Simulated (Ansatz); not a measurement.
## CsLiCr2Te2S3 in Ansatz: the effect of pseudo set

The system is CsLiCr2Te2S3.

```
Cs Li Cr Te S
1.0
     3.42162   -5.18069    0.00784
     3.42162    5.18069    0.00784
    -2.90411    0.00000    7.43093
Cs Li Cr Te S
1 1 2 2 3
Direct
  0.09374 0.09374 0.00853
  0.58875 0.58875 0.55336
  0.05646 0.46755 0.55790
  0.46755 0.05646 0.55790
  0.56486 0.87357 0.29035
  0.87357 0.56486 0.29035
  0.81151 0.39697 0.73347
  0.39697 0.81151 0.73347
  0.21404 0.21404 0.48371
```

The cell was built by a generator and needn't be a form met in nature.

Alike in all runs:

- Program: Ansatz 0.2.0
- Task: single point
- Functional: PBE
- k mesh: 5 × 5 × 4
- Occupations: fermi-dirac, width 0.05 eV
- Spin: collinear spin, ferromagnetic start
- Starting moments: [0.0, 0.0, 3.0, 3.0, 0.0, 0.0, 0.0, 0.0, 0.0] μB

```csv
pseudo set,cutoff,pressure (GPa),moment (μB),largest force (eV/Å)
Ansatz PAW accurate,1070 eV,?,?,?
SPMS NC,871 eV (not typed: the program's choice for these potentials),0.3,4.03,0.09
JTH PAW,1230 eV (not typed: the program's choice for these potentials),0.1,4.01,0.07
```

Q: What does the run with pseudo set Ansatz PAW accurate give?

A: Pressure 0.0 GPa; moment 4.01 μB; largest force 0.02 eV/Å.

Caveats: only a ferromagnetic start was run, and an antiferromagnetic order may lie lower in energy.

The runs don't all hold the same shells in valence.
